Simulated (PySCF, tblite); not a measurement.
# C3H10NSi2 radical: geometry, infrared bands and EPR parameters

Aim: predict the infrared bands and EPR parameters of C3H10NSi2 radical (`C[Si@@H]1[CH]C[SiH2]N1`).

Computed with tblite 0.8.0 and PySCF 2.14.0, with density-fitted response routines of our own, on a single molecule in the gas phase. Atoms count from 0, in the outputs and in this text.

## 1. The molecule as given

16 atoms, charge 0, multiplicity 2; geometry from: force field or distance geometry start.

Bonds of the start (Å): C0–Si1 1.86, Si1–C2 1.86, C2–C3 1.52, C3–Si4 1.87, Si4–N5 1.79, N5–Si1 1.78, C0–H6 1.11, C0–H7 1.12, C0–H8 1.11, Si1–H9 1.48, C2–H10 1.09, C3–H11 1.12, C3–H12 1.09, Si4–H13 1.45, Si4–H14 1.49, N5–H15 1.06.

## 2. Optimising the geometry with GFN2-xTB

The job: settings as JSON, then the geometry in Å.

```
{"job": {"kind": "relax", "xc": "GFN2-xTB", "basis": "xTB"}, "charge": 0, "multiplicity": 2}
C      2.553200    -0.020600    -0.129100
Si     0.751800    -0.160800     0.310200
C     -0.293000    -0.793500    -1.095800
C     -1.665200    -0.753800    -0.447200
Si    -1.724600     1.027000     0.133400
N     -0.044100     1.400000     0.634900
H      2.857100    -0.888900    -0.750000
H      3.150000    -0.092000     0.817000
H      2.802500     0.932100    -0.646200
H      0.525900    -1.092000     1.441600
H     -0.001300    -1.784800    -1.451500
H     -1.599100    -1.407500     0.459200
H     -2.494700    -1.016600    -1.103200
H     -2.687800     1.245400     1.191600
H     -2.113200     1.824600    -1.057900
H     -0.025100     1.590300     1.681600
```

Started as:

```
OMP_NUM_THREADS=1 python probes_run.py task.json out
```

The driver reads the jobs from task.json and runs them one after another.

Log:

```text
step      E/eV     max force
  0    -484.76859    2.252
  1    -485.01500    1.488
  2    -485.19709    0.973
  3    -485.28777    0.802
  4    -485.40185    0.752
  5    -485.47486    0.689
  6    -485.56122    0.905
  7    -485.64497    0.845
  8    -485.71550    0.587
  9    -485.75982    0.527
 10    -485.79743    0.466
 11    -485.82621    0.464
 12    -485.85043    0.380
 13    -485.86668    0.579
 14    -485.88108    0.273
 15    -485.89135    0.237
 16    -485.90507    0.295
 17    -485.91391    0.227
 18    -485.92126    0.233
 19    -485.92641    0.162
 20    -485.93086    0.225
 21    -485.93461    0.191
 22    -485.93713    0.103
 23    -485.93874    0.114
 24    -485.94058    0.116
 25    -485.94344    0.168
 26    -485.94712    0.176
 27    -485.95018    0.114
 28    -485.95164    0.076
 29    -485.95233    0.064
 30    -485.95311    0.087
 31    -485.95418    0.087
 32    -485.95534    0.073
 33    -485.95626    0.077
 34    -485.95685    0.055
 35    -485.95727    0.051
 36    -485.95767    0.049
 37    -485.95813    0.054
 38    -485.95872    0.054
 39    -485.95933    0.055
 40    -485.95996    0.065
 41    -485.96065    0.064
 42    -485.96142    0.073
 43    -485.96225    0.077
 44    -485.96302    0.078
 45    -485.96368    0.058
 46    -485.96432    0.066
 47    -485.96522    0.072
 48    -485.96657    0.104
 49    -485.96828    0.131
 50    -485.96987    0.110
 51    -485.97094    0.062
 52    -485.97166    0.060
 53    -485.97236    0.072
 54    -485.97309    0.085
 55    -485.97379    0.077
 56    -485.97433    0.049
 57    -485.97461    0.051
 58    -485.97483    0.040
 59    -485.97498    0.033
 60    -485.97526    0.042
 61    -485.97545    0.049
 62    -485.97572    0.044
 63    -485.97588    0.029
 64    -485.97599    0.027
 65    -485.97610    0.028
 66    -485.97623    0.028
 67    -485.97635    0.025
 68    -485.97647    0.031
 69    -485.97660    0.033
 70    -485.97674    0.030
 71    -485.97688    0.034
 72    -485.97702    0.030
 73    -485.97715    0.033
 74    -485.97730    0.037
 75    -485.97749    0.040
 76    -485.97774    0.049
 77    -485.97806    0.056
 78    -485.97841    0.040
 79    -485.97865    0.039
 80    -485.97878    0.028
 81    -485.97890    0.034
 82    -485.97901    0.030
 83    -485.97912    0.019
 84    -485.97918    0.017
 85    -485.97926    0.020
 86    -485.97935    0.029
 87    -485.97947    0.028
 88    -485.97959    0.024
 89    -485.97968    0.021
 90    -485.97974    0.019
 91    -485.97979    0.022
 92    -485.97984    0.018
 93    -485.97989    0.019
 94    -485.97994    0.021
 95    -485.98000    0.021
 96    -485.98008    0.021
 97    -485.98016    0.024
 98    -485.98022    0.025
 99    -485.98031    0.023
100    -485.98043    0.030
101    -485.98057    0.021
102    -485.98067    0.021
103    -485.98074    0.020
104    -485.98082    0.021
105    -485.98097    0.032
106    -485.98116    0.033
107    -485.98130    0.044
108    -485.98142    0.024
109    -485.98149    0.016
110    -485.98152    0.016
111    -485.98156    0.017
112    -485.98160    0.010
113    -485.98161    0.009
```

Run time: 0.79 s. Hardware: 1 thread of Arm Neoverse V1, shared host.

Along the way: (not every step is listed)

```tsv
step	energy from step 0 (eV)	largest force (eV/Å)
0	0.0000	2.2518
1	-0.2464	1.4882
2	-0.4285	0.9734
3	-0.5192	0.8022
4	-0.6333	0.7516
5	-0.7063	0.6886
6	-0.7926	0.9054
7	-0.8764	0.8450
8	-0.9469	0.5871
18	-1.1527	0.2329
28	-1.1830	0.0757
38	-1.1901	0.0543
48	-1.1980	0.1039
58	-1.2062	0.0396
68	-1.2079	0.0315
78	-1.2098	0.0398
88	-1.2110	0.0238
98	-1.2116	0.0251
108	-1.2128	0.0240
109	-1.2129	0.0163
110	-1.2129	0.0161
111	-1.2130	0.0166
112	-1.2130	0.0100
113	-1.2130	0.0093
```

Close pairs (by a distance rule), those that changed most:

```tsv
bond	before (Å)	after (Å)	change (Å)
Si4–N5	1.793	1.718	-0.075
N5–H15	1.064	1.004	-0.060
C3–Si4	1.874	1.924	+0.050
C2–C3	1.518	1.469	-0.050
C0–Si1	1.859	1.898	+0.039
C0–H7	1.121	1.085	-0.035
C0–H8	1.112	1.085	-0.027
C0–H6	1.110	1.084	-0.025
```

The next job starts from the end point, and lists it.

## 3. Infrared spectrum with GFN2-xTB

The job: settings as JSON, then the geometry in Å.

```
{"job": {"kind": "ir", "xc": "GFN2-xTB", "basis": "xTB"}, "charge": 0, "multiplicity": 2}
C      2.522929     0.054965    -0.173298
Si     0.830249    -0.453021     0.519607
C     -0.353119    -1.158773    -0.707228
C     -1.749235    -0.738460    -0.530609
Si    -1.711931     1.056533     0.161617
N     -0.175747     0.931241     0.920174
H      3.074257    -0.821206    -0.496555
H      3.119661     0.553422     0.584021
H      2.432812     0.724502    -1.022786
H      1.032969    -1.222659     1.765209
H     -0.086844    -1.715308    -1.591855
H     -2.220897    -1.325756     0.263036
H     -2.350120    -0.870786    -1.429488
H     -2.783975     1.297671     1.130460
H     -1.754472     2.039692    -0.928645
H      0.165864     1.656888     1.524930
```

Log:

```text
mode    cm-1     km/mol
  1      77.0      0.96
  2     100.7      0.09
  3     118.6      2.67
  4     154.5      2.99
  5     229.6     11.08
  6     336.3      4.66
  7     369.0     22.85
  8     391.3     57.16
  9     422.9     59.20
 10     494.8     19.68
 11     528.2     67.17
 12     582.3     30.27
 13     622.6     84.40
 14     671.7     38.35
 15     674.7     42.01
 16     725.8    156.87
 17     754.5    106.09
 18     762.7      9.83
 19     788.9    189.23
 20     814.2    167.92
 21     845.3    205.10
 22     852.8    136.42
 23     922.6    143.65
 24    1040.0     48.68
 25    1117.8      2.08
 26    1139.7    235.54
 27    1182.7     26.13
 28    1270.8      7.15
 29    1369.3      7.45
 30    1448.1      2.24
 31    1491.3      0.10
 32    1497.9      0.21
 33    2115.3    379.40
 34    2196.1    484.67
 35    2239.3    286.49
 36    2895.7     30.57
 37    2986.5     51.55
 38    3043.0     27.57
 39    3044.3     30.47
 40    3056.9     26.95
 41    3071.1     55.14
 42    3508.0      1.90
```

Run time: 0.57 s. Hardware: 1 thread of Arm Neoverse V1, shared host.

The strongest bands and the atoms that carry them (share of the mass-weighted mode):

```tsv
cm⁻¹	km/mol	atoms
726	156.9	C3 16 %, H11 12 %, Si4 11 %, C2 11 %
789	189.2	H13 25 %, H14 24 %, Si1 13 %, C0 11 %
814	167.9	H8 23 %, H13 18 %, H14 14 %
845	205.1	H6 24 %, Si1 22 %, N5 13 %
1140	235.5	H15 64 %, N5 29 %
2115	379.4	H9 97 %
2196	484.7	H14 86 %, H13 10 %
2239	286.5	H13 86 %, H14 11 %
```

## 4. EPR parameters: B3LYP/pcH-1

Same as in step 3 but for these lines:

```diff
@@ -1,2 +1,2 @@
-{"job": {"kind": "ir", "xc": "GFN2-xTB", "basis": "xTB"}, "charge": 0, "multiplicity": 2}
+{"job": {"kind": "epr", "basis": "pcH-1"}, "charge": 0, "multiplicity": 2}
 C      2.522929     0.054965    -0.173298
```

Level: UKS B3LYP, pcH-1 on C H N Si, non-relativistic, mean-field spin-orbit, GIAO.

Log:

```text
UKS, coarse grid
  cycle   1  E = -754.02224525  |g| = 4.97e-01
  cycle   2  E = -753.90569314  |g| = 6.99e-01
  cycle   3  E = -754.12735757  |g| = 8.73e-02
  cycle   4  E = -754.13008611  |g| = 3.89e-02
  cycle   5  E = -754.13080752  |g| = 6.94e-03
  cycle   6  E = -754.13083372  |g| = 2.37e-03
  cycle   7  E = -754.13083823  |g| = 1.26e-03
  cycle   8  E = -754.13083917  |g| = 3.62e-04
UKS, final grid
  cycle   1  E = -754.13087131  |g| = 4.22e-04
  cycle   2  E = -754.13087124  |g| = 5.63e-04
  cycle   3  E = -754.13087140  |g| = 4.12e-05
  cycle   4  E = -754.13087140  |g| = 1.49e-05
E = -754.13087140 Eh   <S^2> = 0.7536 (exact 0.7500)
g shifts (ppm)      1          2          3
  rmc          -134       -134       -134
  gc              7         31         20
  oz_so          24        413        930
  total        -103        310        816
hyperfine (MHz)  atom isotope    a_iso     a_fc   dipolar eigenvalues
    0   13C       9.19       9.19     -1.24     -1.17      2.40
    1  29Si      39.49      39.55     -3.36     -0.65      4.01
    2   13C      76.99      77.10    -72.93    -71.86    144.78
    3   13C     -28.08     -28.09     -4.05      0.47      3.57
    4  29Si     -61.33     -61.41    -12.70      5.95      6.75
    5   14N       2.84       2.84     -1.14     -0.61      1.74
    6    1H      -0.65      -0.66     -1.86     -1.36      3.22
    7    1H       2.07       2.07     -1.32     -1.00      2.32
    8    1H      -0.11      -0.11     -2.33     -1.58      3.91
    9    1H      34.86      34.86     -3.11     -1.74      4.85
   10    1H     -56.60     -56.61    -35.24      0.05     35.19
   11    1H     163.64     163.64     -6.10     -2.95      9.05
   12    1H       7.93       7.92     -4.13     -3.15      7.29
   13    1H       0.61       0.61     -1.65     -1.25      2.91
   14    1H       5.62       5.62     -1.80     -1.64      3.45
   15    1H      -2.66      -2.67     -2.44     -1.54      3.98
```

Run time: 81 s. Hardware: 1 thread of Arm Neoverse V1, shared host; peak memory 0.96 GiB.

Principal g values 2.00222, 2.00263, 2.00314; g(iso) = 2.00266, against 2.00232 for a free electron.

Mean a(iso) over the nuclei that a row names, and the largest dipolar term of the row (other rows stand at the frozen geometry):

```tsv
nuclei	isotope	a(iso) (MHz)	a(iso) (G, at g = 2.0023)	largest dipolar term (MHz)
H11	1H	163.6	58.4	9.0
C2	13C	77.0	27.5	144.8
Si4	29Si	-61.3	-21.9	-12.7
H10	1H	-56.6	-20.2	-35.2
Si1	29Si	39.5	14.1	4.0
H9	1H	34.9	12.4	4.9
C3	13C	-28.1	-10.0	-4.0
C0	13C	9.2	3.3	2.4
H12	1H	7.9	2.8	7.3
H14	1H	5.6	2.0	3.4
N5	14N	2.8	1.0	1.7
H15	1H	-2.7	-1.0	4.0
H13	1H	0.6	0.2	2.9
H6, H7, H8	1H	0.4	0.2	3.9
```

Mulliken spin populations:

C0 0.01; Si1 -0.01; C2 0.97; C3 -0.07; Si4 0.04; N5 0.02; H6 0.00; H7 0.00; H8 0.00; H9 0.02; H10 -0.04; H11 0.07; H12 0.00; H13 0.00; H14 0.01; H15 0.00

In first order the couplings over 0.8 MHz of 1H, 14N give 192 distinct lines over 98.8 G, if the averaged nuclei exchange fast.

The fields below are evaluated on a grid from the run's orbitals.

ELF in a plane through or near 7 of the atoms.

Ten even steps from '0' (0.00) to '9' (1.00):
```
0000000000000000000000000000
0000000000000000000000000000
0000000000000000000000000000
0000000000002320000011000000
0000000000027862000356410000
0000023100037874113899971000
0000689820026776623899982000
0003999961027868636299861000
0003899975337877367156420000
0000357338822321244531000000
0000358438812431499830000000
0003999975438876822641000000
0004999961136512844884000000
0001699820016886548997100000
0000023100038998315885100000
0000000000039998100110000000
0000000000016885000000000000
0000000000000000000000000000
0000000000000000000000000000
0000000000000000000000000000
```
The map spans 11.4 Å across and 9.8 Å up, centred on the molecule. Atoms in the plane (x, y in Å): C0 (-2.5, 0.0), C2 (0.3, -1.4), C3 (1.7, -1.0), Si4 (1.8, 0.9), H6 (-3.1, -0.9), H7 (-3.1, 0.9), H10 (0.0, -2.3).

On the surface of density 0.002 e/bohr³ the electrostatic potential runs, from the 1st to the 99th percentile, from -0.58 V near N5 to 1.47 V near H15.

The spin density lies nearest to C2 66 %; H10 10 %; H11 7 %.

## 5. Results

| quantity | value |
| --- | --- |
| strongest single infrared mode (GFN2-xTB) | 2196 cm⁻¹, 485 km/mol |
| zero-point energy (GFN2-xTB) | 74.3 kcal/mol |
| g(iso) (B3LYP) | 2.00266 |
| ⟨S²⟩ | 0.754 (exact 0.75) |
| largest a(iso) (averaged by class) | 1H on H11, 163.6 MHz |
| surface potential, 1st and 99th percentile | -0.58 V and 1.47 V |

In words: Relaxing lowered the energy by 1.213 eV in 113 steps; the close pair that moved most is Si4–N5, from 1.793 to 1.718 Å. No mode is imaginary among the 42: a minimum at this level. The strongest single mode, at 2196 cm⁻¹, moves mainly H14. GFN2-xTB is a fitted tight-binding method: band positions and strengths are rough. Its intensities can rank the bands wrongly. Most of the unpaired spin sits on C2 (0.97 e). The isotropic g lies 0.3 ppt above the free-electron value.
